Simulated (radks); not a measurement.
# Fractional charge and spin in the 4d shell of indium

The task here is to estimate one member of a computed series from the others.

Program: radks (a radial shooting solver on a logarithmic mesh, Libxc functionals) version 1. Level of theory: scalar-relativistic Kohn-Sham, PBE, spin-polarised, spherical densities, finite nucleus. These are calculated values, not measurements, unless marked.

### Starting point

```
element            : indium (Z = 49)
configuration      : [Kr] 5s(up 0.5, down 0.5) 4d(up 5, down 5)
nuclear rms radius : 4.6156 fm
```

A shell typed twice in an input gives spin up, then spin down.

Set-up of the first run:

Settings of this run:

```text
Z 49
configuration [Kr] 5s0.5 5s0.5 4d5 4d5
relativity scalar-relativistic
functional pbe,pbe
spin polarised
nucleus finite rms 4.6156 fm
c 137.035999084
```

Steps of the session up to this table: 4d: up 5, down 5.

One table of the session follows, with a row left open; its other results are not shown here.

It belongs to the step «4d: up 5, down 5». Radial moments (bohr):

| level | <r> | outermost maximum (interpolated) | 90 % within | nodes |
| --- | --- | --- | --- | --- |
| 2p | 0.1122 | 0.0869 | 0.183 | 0 |
| 3s | 0.3486 | 0.316 | 0.513 | 2 |
| 3p | 0.3471 | 0.309 | 0.522 | 1 |
| 3d | 0.3243 | 0.258 | 0.512 | 0 |
| 4s | ? | ? | ? | ? |
| 4p | 0.9214 | 0.816 | 1.36 | 2 |
| 4d | 1.165 | 0.931 | 1.82 | 1 |
| 5s | 2.341 | 2.04 | 3.41 | 4 |

**Question.** Estimate the row for 4s.

As computed: <r>: 0.8481; outermost maximum (interpolated): 0.770; 90 % within: 1.23; nodes: 3. In the column «<r>» it lies between 3s (0.3486) and 4p (0.9214).
